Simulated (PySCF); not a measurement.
# InNH3Cl3 (SMILES [NH3]->[In]([Cl])([Cl])[Cl]) at 6 levels

We compute a comparison of 6 runs (HF/STO-3G, HF/def2-SVP, PBE0/def2-SVP, PBE0/def2-SVPD, M06-2X/def2-TZVP, CCSD/def2-SVP) of InNH3Cl3. The job is set up through a Python script.

The calculation is run with PySCF 2.14.0.

1 further run of the same task is left out (set aside as unsound or not needed).

## (1) Starting point

The species is InNH3Cl3 (8 atoms), meant as a singlet with charge 0. As SMILES, `[NH3]->[In]([Cl])([Cl])[Cl]`. Geometry: a GFN2-xTB relaxation, a rough one for these elements and not checked as a minimum.

Bond lengths: In1–N2 2.411 Å, In1–Cl6 2.302 Å, In1–Cl7 2.302 Å, In1–Cl8 2.302 Å, N2–H3 1.016 Å, N2–H4 1.016 Å, N2–H5 1.016 Å. Some angles: N2–In1–Cl6 96.7°, N2–In1–Cl7 96.7°, N2–In1–Cl8 96.6°, Cl6–In1–Cl7 118.7°, Cl6–In1–Cl8 118.6°, Cl7–In1–Cl8 118.7°, In1–N2–H3 110.0°, In1–N2–H4 110.0°, In1–N2–H5 110.0°, H3–N2–H4 108.9°.

## (2) Energy and forces at HF/STO-3G (run 1)

Contents of run.py:

```python
from pyscf import gto

system = gto.Mole()
system.atom = [
    ('In', (-0.000960, 0.002460, -1.235500)),
    ('N', (0.000860, -0.001680, 1.175110)),
    ('H', (-0.952200, 0.047690, 1.524300)),
    ('H', (0.521550, 0.798220, 1.524000)),
    ('H', (0.434620, -0.853240, 1.520750)),
    ('Cl', (2.285590, -0.017210, -1.504570)),
    ('Cl', (-1.128830, 1.992110, -1.499560)),
    ('Cl', (-1.160620, -1.968350, -1.504520)),
]
system.max_memory = 1860
system.verbose = 4
system.basis = 'sto-3g'
system.build()

mf = system.RHF()
mf.conv_tol = 1e-10
mf.kernel()
if not mf.converged:
    mf = mf.newton().run(mf.mo_coeff, mf.mo_occ)

etot = mf.e_tot
print('E = %.10f Eh' % etot)
grad = mf.nuc_grad_method().kernel()
dip = mf.dip_moment()
pop, q = mf.mulliken_pop()
```

On the command line:

```sh
OMP_NUM_THREADS=1 python run.py
```

The program printed:

```text
PySCF version 2.14.0

[... 60 lines left out ...]
converged SCF energy = -7102.42622774145
[... 12 lines left out ...]
Dipole moment(X, Y, Z, Debye):  0.00678, -0.00452,  6.31788
[... 71 lines left out ...]
charge of    7Cl =     -0.48632
```

It took 19 s on 1 thread of Intel Xeon at 2.50GHz (Skylake/Cascade Lake), shared host; peak memory 0.13 GiB.

## (3) Energy and gradient at HF/def2-SVP (core potential) (run 2)

Contents of input.py:

```python
# In(NH3)Cl3
from pyscf import gto, scf

system = gto.Mole()
system.atom = '''
In      -0.000960       0.002460      -1.235500
N        0.000860      -0.001680       1.175110
H       -0.952200       0.047690       1.524300
H        0.521550       0.798220       1.524000
H        0.434620      -0.853240       1.520750
Cl       2.285590      -0.017210      -1.504570
Cl      -1.128830       1.992110      -1.499560
Cl      -1.160620      -1.968350      -1.504520
'''
system.charge = 0
system.basis = 'def2-svp'
system.ecp = {'In': 'def2-svp'}
system.spin = 0
system.verbose = 3
system.max_memory = 1860
system.build()

mf = scf.RHF(system)
mf.conv_tol = 1e-10
mf.kernel()
if not mf.converged:
    mf = mf.newton().run(mf.mo_coeff, mf.mo_occ)

energy = mf.e_tot
print('E(%s) = %.9f' % ('HF', energy))
grad = mf.nuc_grad_method().kernel()
dip = mf.dip_moment()
pop, q = mf.mulliken_pop()
```

On the command line:

```sh
OMP_NUM_THREADS=1 python input.py
```

The program printed:

```text
converged SCF energy = -1623.63476433539
[... 9 lines left out ...]
Dipole moment(X, Y, Z, Debye):  0.00591, -0.00437,  5.67356
[... 118 lines left out ...]
charge of    7Cl =     -0.40443
```

It took 39 s on 1 thread of Intel Xeon at 2.50GHz (Skylake/Cascade Lake), shared host; peak memory 0.25 GiB.

Run 3 isn't shown in full; the table further down has it.

## (4) Energy and forces at PBE0/def2-SVPD (core potential) (run 4)

Contents of run.py:

```python
import pyscf.grad
from pyscf import gto, dft

system = gto.M(
    atom='''
In      -0.000960       0.002460      -1.235500
N        0.000860      -0.001680       1.175110
H       -0.952200       0.047690       1.524300
H        0.521550       0.798220       1.524000
H        0.434620      -0.853240       1.520750
Cl       2.285590      -0.017210      -1.504570
Cl      -1.128830       1.992110      -1.499560
Cl      -1.160620      -1.968350      -1.504520
''',
    basis='def2-svpd',
    max_memory=1860,
    ecp={'In': 'def2-svp'},
    verbose=4,
    charge=0,
)

calc0 = dft.RKS(system)
calc0.xc = 'pbe0'
calc0.conv_tol = 1e-10
calc0.grids.level = 5
calc0.kernel()
if not calc0.converged:
    calc0 = calc0.newton().run(calc0.mo_coeff, calc0.mo_occ)

e_tot = calc0.e_tot
print(f'total energy: {e_tot:.8f} hartree')
grad = calc0.Gradients().kernel()
calc0.analyze()
```

On the command line:

```sh
OMP_NUM_THREADS=1 python run.py
```

The program printed:

```text
PySCF version 2.14.0

[... 116 lines left out ...]
MO #17  energy= -4.76448502770444  occ= 2
[... 27 lines left out ...]
MO #45  energy= 0.0346851590224438 occ= 0
[... 27 lines left out ...]
MO #73  energy= 0.263551914894223  occ= 0
[... 27 lines left out ...]
MO #101 energy= 0.644141431018162  occ= 0
[... 27 lines left out ...]
MO #129 energy= 1.12507931274402   occ= 0
[... 27 lines left out ...]
MO #157 energy= 61.1342845883878   occ= 0
[... 168 lines left out ...]
Dipole moment(X, Y, Z, Debye):  0.00543, -0.00467,  5.41590
```

Wall time 3 min (1 thread of Intel Xeon at 2.50GHz (Skylake/Cascade Lake), shared host); peak memory 1.9 GiB.

Run 5 isn't shown in full; the table further down has it.

## (5) A single-point energy at CCSD/def2-SVP (core potential) (run 6)

Contents of job.py:

```python
from pyscf import gto, cc

mol = gto.Mole()
mol.atom = [
    ('In', (-0.000960, 0.002460, -1.235500)),
    ('N', (0.000860, -0.001680, 1.175110)),
    ('H', (-0.952200, 0.047690, 1.524300)),
    ('H', (0.521550, 0.798220, 1.524000)),
    ('H', (0.434620, -0.853240, 1.520750)),
    ('Cl', (2.285590, -0.017210, -1.504570)),
    ('Cl', (-1.128830, 1.992110, -1.499560)),
    ('Cl', (-1.160620, -1.968350, -1.504520)),
]
mol.spin = 0
mol.verbose = 4
mol.max_memory = 1860
mol.ecp = {'In': 'def2-svp'}
mol.basis = 'def2-svp'
mol.build()

mf = mol.RHF()
mf.conv_tol = 1e-10
mf.kernel()
if not mf.converged:
    mf = mf.newton().run(mf.mo_coeff, mf.mo_occ)

mycc = cc.CCSD(mf, frozen=20)
mycc.kernel()
energy = mycc.e_tot
print('Final energy', energy)
mf.analyze()
```

On the command line:

```sh
OMP_NUM_THREADS=1 python job.py
```

The program printed:

```text
PySCF version 2.14.0

[... 104 lines left out ...]
MO #4   energy= -15.6532476249926  occ= 2
[... 20 lines left out ...]
MO #25  energy= -1.07887772452576  occ= 2
[... 20 lines left out ...]
MO #46  energy= 0.184464569847073  occ= 0
[... 20 lines left out ...]
MO #67  energy= 1.03692435606867   occ= 0
[... 20 lines left out ...]
MO #88  energy= 1.40520703585013   occ= 0
[... 20 lines left out ...]
MO #109 energy= 61.6359824427711   occ= 0
[... 120 lines left out ...]
Dipole moment(X, Y, Z, Debye):  0.00591, -0.00437,  5.67356
```

Wall time 62 s (1 thread of Intel Xeon at 2.50GHz (Skylake/Cascade Lake), shared host); peak memory 0.8 GiB.

## (6) All runs side by side

```tsv
run	level	core potential	integration grid	energy (Eh)	dipole moment (D) of the reference	HOMO energy (eV)	LUMO energy (eV)	wall time
1	HF/STO-3G	–	–	-7102.426228	6.32	-9.55	6.53	19 s
2	HF/def2-SVP (core potential)	def2-svp	–	-1623.634764	5.67	-11.90	2.23	39 s
3	PBE0/def2-SVP (core potential)	def2-svp	5	-1626.486356	5.68	-8.51	-1.37	1.7 min
4	PBE0/def2-SVPD (core potential)	def2-svp	5	-1626.513413	5.42	-8.88	-1.88	3 min
5	M06-2X/def2-TZVP (core potential)	def2-svp	5	-1627.426051	5.44	-10.14	-0.71	12 min
6	CCSD/def2-SVP (core potential)	def2-svp	–	-1624.345462	5.67	-11.90	2.23	62 s
```

## (7) Summary of results

```
                                           quantity           value
                                run 6: total energy  -1624.34546 Eh
        run 6: dipole moment (Hartree–Fock density)          5.67 D
         run 6: HOMO energy (Hartree–Fock orbitals)       -11.90 eV
         run 6: LUMO energy (Hartree–Fock orbitals)         2.23 eV
       run 6: HOMO–LUMO gap (Hartree–Fock orbitals)        14.13 eV
run 6: correlation energy (20 core orbitals frozen)      -710.7 mEh
                               run 6: T1 diagnostic           0.008
```

In words: Over runs 1, 2, 3, 4, 5 the dipole moment (its size) runs from 5.42 D (PBE0/def2-SVPD) to 6.32 D (HF/STO-3G). The two ends differ in method and basis and core potential. Over runs 1, 2, 3, 4, 5 the HOMO–LUMO gap runs from 7.00 eV (PBE0/def2-SVPD) to 16.08 eV (HF/STO-3G). Totals of different functionals can't be ranked against each other. Some runs of one species differ in core potentials or relativity; totals across that change don't compare. In run 1 the basis is minimal, so the values are rough. In run 1 relativity is left out where basis or elements ask for it. All runs together took 18 min, the longest 12 min.
